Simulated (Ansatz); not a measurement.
# ClFGeH₂S: basis-set convergence

The task here is to estimate one member of a computed series from the others.

Program: Ansatz 0.2.0, Gaussian basis. Level of theory: one geometry, several basis sets. These are calculated values, not measurements.

Levels to be run: PBE0-D4/def2-SVP; ωB97M-V/def2-SVP; PBE0-D4/def2-QZVPP; ωB97M-V/def2-QZVPP; the functionals' def2-TZVPP values are taken from earlier runs.

### Structure used throughout

The geometry comes from an earlier relaxation with PBE0-D4 in a triple-zeta def2 set; it is a stationary point.

SMILES `[F][GeH]([SH])[Cl]`, 6 atoms, charge 0, spin multiplicity 1.

Atoms are counted from 1 here; the program's logs count them from 0.

Bond lengths: F1–Ge2 1.729 Å, Ge2–S3 2.189 Å, Ge2–Cl4 2.132 Å, Ge2–H5 1.526 Å, S3–H6 1.344 Å. Angles: F1–Ge2–S3 109.6°, F1–Ge2–Cl4 104.1°, F1–Ge2–H5 108.1°, S3–Ge2–Cl4 111.4°, S3–Ge2–H5 112.0°, Cl4–Ge2–H5 111.3°, Ge2–S3–H6 92.8°.

The first run:

in.yaml

```yaml
crystal:
  periodic: [false, false, false]
  atoms:
    - {symbol: F, position_ang: [-1.778503, -0.396751, 0.303760]}
    - {symbol: Ge, position_ang: [-0.267779, -0.038840, -0.456864]}
    - {symbol: S, position_ang: [0.879183, 1.339182, 0.798768]}
    - {symbol: Cl, position_ang: [0.697813, -1.933549, -0.613241]}
    - {symbol: H, position_ang: [-0.558211, 0.551556, -1.834183]}
    - {symbol: H, position_ang: [1.069499, 0.414301, 1.755559]}
basis:
  gaussian: {orbitals: def2-SVP}
hamiltonian: {xc: pbe0, dispersion: d4}
output: {orbitals: {seedname: orbitals}}
```

Steps of the session up to this table: PBE0-D4 in def2-SVP; ωB97M-V in def2-SVP; PBE0-D4 in def2-QZVPP; ωB97M-V in def2-QZVPP.

One table of the session follows, with a row left open; its other results are not shown here.

It belongs to the step «Density functionals: the series». 

```
functional       basis  HOMO (eV)
   PBE0-D4    def2-SVP      -8.14
   PBE0-D4  def2-TZVPP      -8.25
   PBE0-D4  def2-QZVPP      -8.28
   ωB97M-V    def2-SVP     -10.31
   ωB97M-V  def2-TZVPP     -10.46
   ωB97M-V  def2-QZVPP          ?
```

**Question.** Estimate the row for ωB97M-V, def2-QZVPP.

The run gave: HOMO (eV): -10.50. In the column «HOMO (eV)» it is the lowest.
